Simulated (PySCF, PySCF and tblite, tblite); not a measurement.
# C₅H₃F₂N: conformers and averaged spectra, part 2 of 2

PySCF and tblite. Atoms count from 0. Earlier steps stand in the parts before.

## (9) Excited states, conformer 1: PBE0/def2-SVPD

Job settings and geometry (Å):

```
{"job": {"xc": "PBE0", "basis": "def2-SVPD", "nstates": 6, "ntriplets": 0, "kind": "uv"}, "charge": 0, "multiplicity": 1}
C      2.252254     0.840120    -0.346685
C      1.347456     0.154189     0.068176
C      0.248026    -0.657950     0.559794
C     -1.045824    -0.464602    -0.222734
F     -0.866746    -0.797135    -1.512274
F     -1.983113    -1.287882     0.289023
C     -1.561169     0.926091    -0.159966
N     -1.962367     2.006577    -0.092122
H      3.054924     1.452427    -0.715678
H      0.037311    -0.436911     1.618593
H      0.483926    -1.732618     0.486584
```

The log of the run:

```text
coarse grid: 10528 points
cycle   1  E = -445.6722400301  dE =  1.196e+00  |g| = 8.249e-01  |ddm| = 7.433e+00
cycle   2  E = -445.3236924146  dE =  3.485e-01  |g| = 1.562e+00  |ddm| = 3.258e+00
cycle   3  E = -445.7923925726  dE = -4.687e-01  |g| = 3.000e-01  |ddm| = 2.071e+00
cycle   4  E = -445.8111141310  dE = -1.872e-02  |g| = 7.672e-02  |ddm| = 3.866e-01
cycle   5  E = -445.8122369894  dE = -1.123e-03  |g| = 2.255e-02  |ddm| = 1.186e-01
cycle   6  E = -445.8123378938  dE = -1.009e-04  |g| = 7.101e-03  |ddm| = 4.240e-02
cycle   7  E = -445.8123485579  dE = -1.066e-05  |g| = 3.165e-03  |ddm| = 1.236e-02
cycle   8  E = -445.8123508911  dE = -2.333e-06  |g| = 3.506e-04  |ddm| = 4.626e-03
final grid: 106360 points
cycle   9  E = -445.8741912724  dE = -2.960e-05  |g| = 6.356e-03  |ddm| = 9.465e-02
cycle  10  E = -445.8741852257  dE =  6.047e-06  |g| = 8.827e-03  |ddm| = 2.017e-02
cycle  11  E = -445.8741993293  dE = -1.410e-05  |g| = 1.241e-03  |ddm| = 9.584e-03
cycle  12  E = -445.8741996462  dE = -3.169e-07  |g| = 5.019e-04  |ddm| = 2.164e-03
cycle  13  E = -445.8741997043  dE = -5.813e-08  |g| = 1.075e-04  |ddm| = 6.793e-04
cycle  14  E = -445.8741997068  dE = -2.500e-09  |g| = 1.889e-05  |ddm| = 1.982e-04
cycle  15  E = -445.8741997069  dE = -6.344e-11  |g| = 1.070e-05  |ddm| = 4.584e-05
converged SCF energy = -445.8741997069

Static polarisability (au): isotropic 61.254, principal 48.094 62.713 72.956

Singlet excitations
state   eV       nm        f      main configurations
  1   6.3994    193.7   0.00025   H->L 0.44, H->L+2 0.31, H->L+4 0.10
  2   6.7109    184.8   0.00941   H-1->L 0.49, H->L+3 0.18, H->L+1 0.12
  3   6.8287    181.6   0.00073   H-1->L+3 0.37, H-1->L+1 0.31, H->L 0.14
  4   7.1165    174.2   0.01807   H->L+1 0.42, H->L 0.16, H-1->L 0.16
  5   7.2055    172.1   0.00114   H->L 0.23, H->L+2 0.21, H-1->L+3 0.10
  6   7.2686    170.6   0.00204   H->L+1 0.30, H->L+2 0.16, H-1->L+2 0.13
```

It took 26 s on 1 thread of Intel Xeon at 2.80GHz, shared host; peak memory 0.73 GiB.

This run: HOMO -8.56 eV, LUMO -0.62 eV; dipole 3.10 D; S1 6.40 eV.

## (10) Excited states, conformer 2: PBE0/def2-SVPD

Job settings and geometry (Å):

```
{"job": {"xc": "PBE0", "basis": "def2-SVPD", "nstates": 6, "ntriplets": 0, "kind": "uv"}, "charge": 0, "multiplicity": 1}
C      2.607394     0.211453     0.671712
C      1.498719    -0.162631     0.368967
C      0.168748    -0.622679     0.005329
C     -0.876565     0.481500     0.122781
F     -0.913612     0.959989     1.378989
F     -0.576108     1.502088    -0.699014
C     -2.230937    -0.020121    -0.225474
N     -3.271827    -0.442064    -0.493773
H      3.592317     0.547332     0.940141
H     -0.144807    -1.457677     0.652426
H      0.153924    -0.991061    -1.033283
```

The log of the run:

```text
coarse grid: 10528 points
cycle   1  E = -445.6713152661  dE =  1.200e+00  |g| = 8.302e-01  |ddm| = 7.633e+00
cycle   2  E = -445.3229042617  dE =  3.484e-01  |g| = 1.568e+00  |ddm| = 3.262e+00
cycle   3  E = -445.7947820467  dE = -4.719e-01  |g| = 2.876e-01  |ddm| = 2.160e+00
cycle   4  E = -445.8117960600  dE = -1.701e-02  |g| = 8.034e-02  |ddm| = 3.798e-01
cycle   5  E = -445.8130521090  dE = -1.256e-03  |g| = 2.104e-02  |ddm| = 1.194e-01
cycle   6  E = -445.8131407188  dE = -8.861e-05  |g| = 4.638e-03  |ddm| = 4.048e-02
cycle   7  E = -445.8131439503  dE = -3.232e-06  |g| = 3.090e-03  |ddm| = 1.014e-02
final grid: 106360 points
cycle   8  E = -445.8734210914  dE = -2.221e-05  |g| = 7.447e-03  |ddm| = 9.965e-02
cycle   9  E = -445.8733883913  dE =  3.270e-05  |g| = 1.391e-02  |ddm| = 2.793e-02
cycle  10  E = -445.8734334552  dE = -4.506e-05  |g| = 2.069e-03  |ddm| = 1.807e-02
cycle  11  E = -445.8734344687  dE = -1.013e-06  |g| = 3.784e-04  |ddm| = 2.877e-03
cycle  12  E = -445.8734344929  dE = -2.421e-08  |g| = 9.036e-05  |ddm| = 5.080e-04
cycle  13  E = -445.8734344943  dE = -1.376e-09  |g| = 2.453e-05  |ddm| = 1.673e-04
cycle  14  E = -445.8734344943  dE = -8.026e-11  |g| = 1.647e-05  |ddm| = 5.996e-05
converged SCF energy = -445.8734344943

Static polarisability (au): isotropic 62.493, principal 47.210 49.060 91.210

Singlet excitations
state   eV       nm        f      main configurations
  1   6.2997    196.8   0.00009   H->L 0.68, H->L+4 0.12, H->L+2 0.12
  2   6.6442    186.6   0.01378   H-1->L 0.49, H->L+3 0.23, H->L+1 0.16
  3   6.8025    182.3   0.00017   H-1->L+1 0.48, H-1->L+3 0.45
  4   7.1036    174.5   0.04555   H->L+1 0.82, H-1->L 0.10
  5   7.1975    172.3   0.00040   H-1->L+3 0.45, H-1->L+1 0.45
  6   7.4934    165.5   0.00074   H->L+2 0.55, H->L 0.20, H->L+4 0.13
```

Run time: 21 s. Hardware: 1 thread of Intel Xeon at 2.80GHz, shared host; peak memory 0.73 GiB.

This run: HOMO -8.54 eV, LUMO -0.66 eV; dipole 2.98 D; S1 6.30 eV.

## (11) Averages: properties at PBE0/pcSseg-1

Job settings and geometry (Å):

```
{"job": {"study": "conf", "smiles": "C#CCC(F)(F)C#N", "search": {"seed": 9134, "n_embed": 60, "ff_keep": 14, "window": 3.0, "nmax": 2, "temps": [250, 273.15, 298.15, 323.15, 373.15], "t_ref": 298.15, "order": 0.002, "geom": true}, "level": {"nmr": {"xc": "PBE0", "basis": "pcSseg-1"}, "j": {"xc": "B3LYP", "basis": {"default": "6-31G*", "H": "pcJ-1", "F": "pcJ-1"}, "nuclei": ["H", "F", "P", "Si", "B"]}, "uv": {"xc": "PBE0", "basis": "def2-SVPD", "nstates": 6, "ntriplets": 0}}, "kind": "conf"}, "charge": 0, "multiplicity": 1}
C      2.252254     0.840120    -0.346685
C      1.347456     0.154189     0.068176
C      0.248026    -0.657950     0.559794
C     -1.045824    -0.464602    -0.222734
F     -0.866746    -0.797135    -1.512274
F     -1.983113    -1.287882     0.289023
C     -1.561169     0.926091    -0.159966
N     -1.962367     2.006577    -0.092122
H      3.054924     1.452427    -0.715678
H      0.037311    -0.436911     1.618593
H      0.483926    -1.732618     0.486584
```

The log of the run:

```text
conformer  sym    E(xTB)   E(DFT)   G(298.15 K)  weight  dipole/D
    1     C1      0.000    0.000    0.000   0.9074    3.040
    2     Cs      1.137    0.941    1.352   0.0926    2.954

mean shielding (ppm) by class
class atoms           250 K   273.15 K   298.15 K   323.15 K   373.15 K
  0 C  0            102.259    102.259    102.258    102.257    102.256
  1 C  1            109.178    109.187    109.197    109.206    109.222
  2 C  2            152.306    152.307    152.309     152.31    152.313
  3 C  3             73.345     73.361     73.376     73.391     73.418
  4 F  4,5          282.487    282.541    282.597     282.65    282.745
  5 C  6             66.684     66.674     66.663     66.652     66.634
  6 N  7            -50.776    -50.763    -50.749    -50.737    -50.714
  7 H  8             29.027     29.027     29.028     29.028     29.029
  8 H  9,10          28.431      28.43      28.43     28.429     28.428
```

Wall time 2 min (1 thread of Intel Xeon at 2.80GHz, shared host). This counts the runs that the step sums up.

The search (ETKDG and KDG, MMFF94s, GFN2-xTB) embedded 60 structures, kept 2 distinct ones after the force field and 2 after xTB; 2 were carried on (window 3.0 kcal/mol at the search's own energies). Energies: PBE0/pcSseg-1 with D3(BJ).

The conformers at 298 K:

| no. | group | mirror pair | ΔE xTB | ΔE DFT | ΔG | weight (%) | μ (D) | C1–C2–C3–F4 (°) | A, B, C (GHz) |
| --- | --- | --- | --- | --- | --- | --- | --- | --- | --- |
| 1 | C1 | yes | 0.00 | 0.00 | 0.00 | 90.7 | 3.04 | 60 | 2.84, 1.70, 1.34 |
| 2 | Cs | no | 1.14 | 0.94 | 1.35 | 9.3 | 2.95 | -58 | 4.60, 1.29, 1.24 |

Energies in kcal/mol. ΔG holds xTB vibrations and rotation, symmetry numbers and mirror pairs.

Weights (%) by temperature:

| no. | 250 K | 273 K | 298 K | 323 K | 373 K |
| --- | --- | --- | --- | --- | --- |
| 1 | 93.0 | 91.9 | 90.7 | 89.7 | 87.7 |
| 2 | 7.0 | 8.1 | 9.3 | 10.3 | 12.3 |

Other ways of weighting, at the same temperature:

| scheme | 1 | 2 | mean μ (D) |
| --- | --- | --- | --- |
| DFT free energy | 91 | 9 | 3.03 |
| DFT energy, symmetry counted | 91 | 9 | 3.03 |
| DFT energy alone | 83 | 17 | 3.02 |
| xTB energy, symmetry counted | 93 | 7 | 3.03 |
| xTB free energy | 93 | 7 | 3.03 |
| lowest conformer only | 100 | 0 | 3.04 |
| equal weights | 50 | 50 | 3.00 |

Shifts against references run at the same level ($^{13}$C TMS 184.4, $^{1}$H TMS 31.27, $^{15}$N NH3 265.7, $^{19}$F CFCl3 177.2 ppm of shielding), by class of atoms, at 298 K:

| atoms | environment | no. 1 | no. 2 | average |
| --- | --- | --- | --- | --- |
| C6 | nitrile carbon | 117.7 | 118.6 | 117.7 |
| C3 | fully substituted sp3 carbon bonded to 2 F, α to a nitrile | 111.2 | 109.8 | 111.0 |
| C0 | terminal alkyne carbon | 82.1 | 82.2 | 82.1 |
| C1 | alkyne carbon | 75.3 | 74.4 | 75.2 |
| C2 | propargylic sp3 CH2 | 32.1 | 32.0 | 32.1 |
| H9, H10 | hydrogen on a propargylic sp3 CH2 | 2.83 | 2.89 | 2.84 |
| H8 | hydrogen on a terminal alkyne carbon | 2.24 | 2.19 | 2.24 |
| F4, F5 | fluorine of a CF2 group | -104.9 | -109.8 | -105.3 |
| N7 | nitrile nitrogen | 316.5 | 315.4 | 316.4 |

Couplings (Hz, B3LYP/pcJ-1+6-31G*; one pair named for each class), from conformers that hold 100 % of the weight:

| pair | bonds | no. 1 | no. 2 | average |
| --- | --- | --- | --- | --- |
| F4–F5 | 2 | 260.5 | 258.8 | 260.4 |
| H9–H10 | 2 | -19.7 | -20.1 | -19.7 |
| F4–H9 | 3 | 18.8 | 3.5 | 17.4 |
| F4–H10 | 3 | 5.8 | 29.4 | 8.0 |
| H8–H9 | 4 | -4.8 | -4.7 | -4.8 |

Lowest and brightest singlet by conformer (PBE0/def2-SVPD): no. 1 6.40 and 7.12 eV; no. 2 6.30 and 7.10 eV.

## (12) Shieldings, conformer 1: BLYP/pcSseg-1

Job settings and geometry (Å):

```
{"job": {"xc": "BLYP", "basis": "pcSseg-1", "kind": "nmr", "pop": false}, "charge": 0, "multiplicity": 1}
C      2.252254     0.840120    -0.346685
C      1.347456     0.154189     0.068176
C      0.248026    -0.657950     0.559794
C     -1.045824    -0.464602    -0.222734
F     -0.866746    -0.797135    -1.512274
F     -1.983113    -1.287882     0.289023
C     -1.561169     0.926091    -0.159966
N     -1.962367     2.006577    -0.092122
H      3.054924     1.452427    -0.715678
H      0.037311    -0.436911     1.618593
H      0.483926    -1.732618     0.486584
```

The log of the run:

```text
coarse grid: 10528 points
cycle   1  E = -446.2880512342  dE =  1.108e+00  |g| = 9.470e-01  |ddm| = 3.395e+00
cycle   2  E = -445.4755602460  dE =  8.125e-01  |g| = 2.235e+00  |ddm| = 2.511e+00
cycle   3  E = -446.3769057397  dE = -9.013e-01  |g| = 6.042e-01  |ddm| = 1.920e+00
cycle   4  E = -446.4554442989  dE = -7.854e-02  |g| = 1.369e-01  |ddm| = 4.421e-01
cycle   5  E = -446.4584330048  dE = -2.989e-03  |g| = 6.645e-02  |ddm| = 1.378e-01
cycle   6  E = -446.4591541804  dE = -7.212e-04  |g| = 3.334e-02  |ddm| = 6.509e-02
cycle   7  E = -446.4594186466  dE = -2.645e-04  |g| = 7.801e-03  |ddm| = 2.571e-02
cycle   8  E = -446.4594325085  dE = -1.386e-05  |g| = 1.443e-03  |ddm| = 7.544e-03
cycle   9  E = -446.4594328575  dE = -3.489e-07  |g| = 3.455e-04  |ddm| = 1.449e-03
final grid: 106360 points
cycle  10  E = -446.5497382670  dE = -4.010e-05  |g| = 9.604e-03  |ddm| = 3.164e-02
cycle  11  E = -446.5497005527  dE =  3.771e-05  |g| = 1.813e-02  |ddm| = 2.199e-02
cycle  12  E = -446.5497537109  dE = -5.316e-05  |g| = 2.109e-03  |ddm| = 1.514e-02
cycle  13  E = -446.5497545035  dE = -7.927e-07  |g| = 1.076e-03  |ddm| = 2.089e-03
cycle  14  E = -446.5497547783  dE = -2.748e-07  |g| = 1.808e-04  |ddm| = 8.147e-04
cycle  15  E = -446.5497547856  dE = -7.317e-09  |g| = 4.034e-05  |ddm| = 1.735e-04
cycle  16  E = -446.5497547859  dE = -2.924e-10  |g| = 1.556e-05  |ddm| = 4.260e-05
converged SCF energy = -446.5497547859

GIAO shielding tensors (ppm)
atom      isotropic    diamagn.    paramagn.     s11        s22        s33       span
  0 C       99.450     257.040    -157.590     19.413     27.438    251.498    232.084
  1 C      102.395     262.881    -160.486      6.929      9.354    290.903    283.974
  2 C      140.568     249.569    -109.001    120.638    136.421    164.645     44.007
  3 C       58.443     240.923    -182.480     36.866     67.398     71.066     34.200
  4 F      265.398     473.182    -207.783    164.963    297.395    333.837    168.874
  5 F      258.351     469.746    -211.395    162.399    300.586    312.068    149.670
  6 C       62.626     262.191    -199.565    -51.657    -51.224    290.760    342.417
  7 N      -49.772     339.609    -389.381   -218.627   -206.515    275.826    494.453
  8 H       29.384      33.847      -4.463     24.487     24.693     38.971     14.484
  9 H       28.518      27.921       0.597     24.488     28.344     32.722      8.234
 10 H       28.471      27.034       1.437     24.272     28.488     32.652      8.380
```

Run time: 22 s. Hardware: 1 thread of Intel Xeon at 2.80GHz, shared host; peak memory 0.61 GiB.

This run: HOMO -7.07 eV, LUMO -1.43 eV; dipole 2.93 D.

## (13) Shieldings, conformer 2: BLYP/pcSseg-1

Job settings and geometry (Å):

```
{"job": {"xc": "BLYP", "basis": "pcSseg-1", "kind": "nmr", "pop": false}, "charge": 0, "multiplicity": 1}
C      2.607394     0.211453     0.671712
C      1.498719    -0.162631     0.368967
C      0.168748    -0.622679     0.005329
C     -0.876565     0.481500     0.122781
F     -0.913612     0.959989     1.378989
F     -0.576108     1.502088    -0.699014
C     -2.230937    -0.020121    -0.225474
N     -3.271827    -0.442064    -0.493773
H      3.592317     0.547332     0.940141
H     -0.144807    -1.457677     0.652426
H      0.153924    -0.991061    -1.033283
```

The log of the run:

```text
coarse grid: 10528 points
cycle   1  E = -446.2867610077  dE =  1.113e+00  |g| = 9.525e-01  |ddm| = 3.524e+00
cycle   2  E = -445.4756806441  dE =  8.111e-01  |g| = 2.246e+00  |ddm| = 2.486e+00
cycle   3  E = -446.3838998050  dE = -9.082e-01  |g| = 5.789e-01  |ddm| = 1.931e+00
cycle   4  E = -446.4553505692  dE = -7.145e-02  |g| = 1.458e-01  |ddm| = 4.383e-01
cycle   5  E = -446.4590683008  dE = -3.718e-03  |g| = 6.079e-02  |ddm| = 1.463e-01
cycle   6  E = -446.4596788441  dE = -6.105e-04  |g| = 2.719e-02  |ddm| = 5.940e-02
cycle   7  E = -446.4598476122  dE = -1.688e-04  |g| = 9.009e-03  |ddm| = 2.284e-02
cycle   8  E = -446.4598665103  dE = -1.890e-05  |g| = 1.294e-03  |ddm| = 7.542e-03
cycle   9  E = -446.4598668206  dE = -3.103e-07  |g| = 2.520e-04  |ddm| = 1.217e-03
final grid: 106360 points
cycle  10  E = -446.5486225353  dE = -3.542e-05  |g| = 8.729e-03  |ddm| = 4.196e-02
cycle  11  E = -446.5485931275  dE =  2.941e-05  |g| = 1.593e-02  |ddm| = 1.653e-02
cycle  12  E = -446.5486357473  dE = -4.262e-05  |g| = 2.446e-03  |ddm| = 1.052e-02
cycle  13  E = -446.5486369071  dE = -1.160e-06  |g| = 1.080e-03  |ddm| = 2.379e-03
cycle  14  E = -446.5486371903  dE = -2.832e-07  |g| = 1.733e-04  |ddm| = 8.069e-04
cycle  15  E = -446.5486371939  dE = -3.524e-09  |g| = 1.307e-04  |ddm| = 2.131e-04
cycle  16  E = -446.5486371971  dE = -3.204e-09  |g| = 4.480e-05  |ddm| = 1.053e-04
cycle  17  E = -446.5486371975  dE = -4.346e-10  |g| = 7.084e-06  |ddm| = 3.388e-05
converged SCF energy = -446.5486371975

GIAO shielding tensors (ppm)
atom      isotropic    diamagn.    paramagn.     s11        s22        s33       span
  0 C       99.128     256.782    -157.653     17.523     27.753    252.109    234.586
  1 C      103.382     255.335    -151.953      8.190     10.798    291.159    282.969
  2 C      140.823     253.788    -112.965    125.619    131.378    165.471     39.852
  3 C       59.841     238.167    -178.326     33.997     68.155     77.371     43.375
  4 F      267.733     472.577    -204.843    162.830    301.330    339.040    176.210
  5 F      268.156     473.613    -205.457    162.405    301.680    340.382    177.977
  6 C       61.503     260.827    -199.324    -54.242    -53.060    291.811    346.053
  7 N      -48.404     339.268    -387.672   -212.581   -204.827    272.197    484.778
  8 H       29.425      33.233      -3.808     24.508     24.676     39.093     14.584
  9 H       28.394      27.634       0.760     24.091     28.616     32.473      8.382
 10 H       28.402      28.305       0.097     24.146     28.576     32.485      8.339
```

Run time: 22 s. Hardware: 1 thread of Intel Xeon at 2.80GHz, shared host; peak memory 0.6 GiB.

This run: HOMO -7.05 eV, LUMO -1.45 eV; dipole 2.84 D.

## (14) Boltzmann average: properties at BLYP/pcSseg-1

Job settings and geometry (Å):

```
{"job": {"study": "conf", "smiles": "C#CCC(F)(F)C#N", "search": {"seed": 9134, "n_embed": 60, "ff_keep": 14, "window": 3.0, "nmax": 2, "temps": [250, 273.15, 298.15, 323.15, 373.15], "t_ref": 298.15, "order": 0.002, "geom": true}, "level": {"nmr": {"xc": "BLYP", "basis": "pcSseg-1"}, "change": "BLYP/pcSseg-1", "top": 4}, "kind": "conf"}, "charge": 0, "multiplicity": 1}
C      2.252254     0.840120    -0.346685
C      1.347456     0.154189     0.068176
C      0.248026    -0.657950     0.559794
C     -1.045824    -0.464602    -0.222734
F     -0.866746    -0.797135    -1.512274
F     -1.983113    -1.287882     0.289023
C     -1.561169     0.926091    -0.159966
N     -1.962367     2.006577    -0.092122
H      3.054924     1.452427    -0.715678
H      0.037311    -0.436911     1.618593
H      0.483926    -1.732618     0.486584
```

The log of the run:

```text
conformer  sym    E(xTB)   E(DFT)   G(298.15 K)  weight  dipole/D
    1     C1      0.000    0.000    0.000   0.9125    2.931
    2     Cs      1.137    0.979    1.389   0.0874    2.843

mean shielding (ppm) by class
class atoms           250 K   273.15 K   298.15 K   323.15 K   373.15 K
  0 C  0             99.428     99.425     99.421     99.418     99.412
  1 C  1             102.46     102.47    102.481    102.492    102.511
  2 C  2            140.584    140.587     140.59    140.593    140.598
  3 C  3             58.535      58.55     58.566      58.58     58.607
  4 F  4,5          262.272    262.338    262.406     262.47    262.586
  5 C  6             62.553     62.541     62.528     62.516     62.495
  6 N  7            -49.682    -49.668    -49.652    -49.638    -49.612
  7 H  8             29.387     29.387     29.388     29.388     29.389
  8 H  9,10          28.488     28.487     28.486     28.485     28.483
```

Wall time 44 s (1 thread of Intel Xeon at 2.80GHz, shared host). This counts the runs that the step sums up.

Against the first level, at 298 K (shifts, ppm; largest changes first):

| atoms | PBE0/pcSseg-1 | BLYP/pcSseg-1 | change |
| --- | --- | --- | --- |
| F4, F5 | -105.3 | -116.9 | -11.6 |
| C0 | 82.1 | 75.9 | -6.3 |
| C3 | 111.0 | 116.7 | +5.7 |
| C6 | 117.7 | 112.8 | -5.0 |
| N7 | 316.4 | 312.2 | -4.2 |
| C2 | 32.1 | 34.7 | +2.6 |
| C1 | 75.2 | 72.8 | -2.4 |
| H8 | 2.24 | 1.97 | -0.27 |
| H9, H10 | 2.84 | 2.88 | +0.04 |

Weights: from PBE0/pcSseg-1 energies 1: 91 %, 2: 9 %; from BLYP/pcSseg-1 energies 1: 91 %, 2: 9 % (with a dispersion term where the level has one and the same thermal terms, so they don't follow from the SCF energies alone). Times: 2 min and 44 s.

## (15) What came out

This closing draws on all 2 parts.

```
                                quantity                                                value
                              conformers  2; the first in weight is no. 1 (C1), 91 % at 298 K
                 root-mean-square dipole                                               3.03 D
averaged $^{13}$C shifts (PBE0/pcSseg-1)                   117.7, 111.0, 82.1, 75.2, 32.1 ppm
 averaged $^{1}$H shifts (PBE0/pcSseg-1)                                       2.84, 2.24 ppm
averaged $^{19}$F shifts (PBE0/pcSseg-1)                                           -105.3 ppm
```

In words: At 298 K conformer 1 holds 91 % of the ensemble (93 % at 250 K, 88 % at 373 K). Among conformers over 5 %, C3 differs by 1.4 ppm, while the average moves by 0.1 ppm from 250 to 373 K. Among vicinal couplings, F4–H10 differs most between the conformers listed (5.8 for no. 1, 29.4 for no. 2; average 8.0 Hz). Between PBE0/pcSseg-1 and BLYP/pcSseg-1, F4 changes most, by 11.6 ppm; the energies behind both averages, dispersion terms included where typed, rank the same conformer first.
